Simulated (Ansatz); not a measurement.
NbTe:

```xyz
2
Lattice="3.7030 0.0000 0.0000 -1.8515 3.2069 0.0000 0.0000 0.0000 3.6942" Properties=species:S:1:pos:R:3 pbc="T T T"
Te    1.8515    1.0690    0.0000
Nb    0.0000    0.0000    1.8471
```

The cell comes from a database or a generator and needn't be the stable form of this composition.

Base run:

```yaml
Program: Ansatz 0.2.0
Functional: PBEsol
Potentials_or_basis: Ansatz PAW
Cutoff: "420 eV (not typed: the program's choice for these potentials)"
k_mesh: 8 × 8 × 7
Occupations: fermi-dirac, width 0.05 eV
Spin: no spin polarisation
Hubbard_terms: Nb d U = 6 eV
```

Its results: band gap on the k mesh none (metal or under the smearing width); pressure -1.0 GPa.

Question: The run is repeated on the same cell with these changes: hubbard terms from Nb d U = 6 eV to Nb d U = 1 eV. What comes out?

Answer: Band gap on the k mesh none (metal or under the smearing width); pressure -5.1 GPa.

Caveats: U without spin polarisation on a metal has little footing; the PAW data sets come from PBE, with cores solved anew for the run's functional, which leaves a small shift of forces and pressure; the U is typed as a test and isn't derived for this compound.
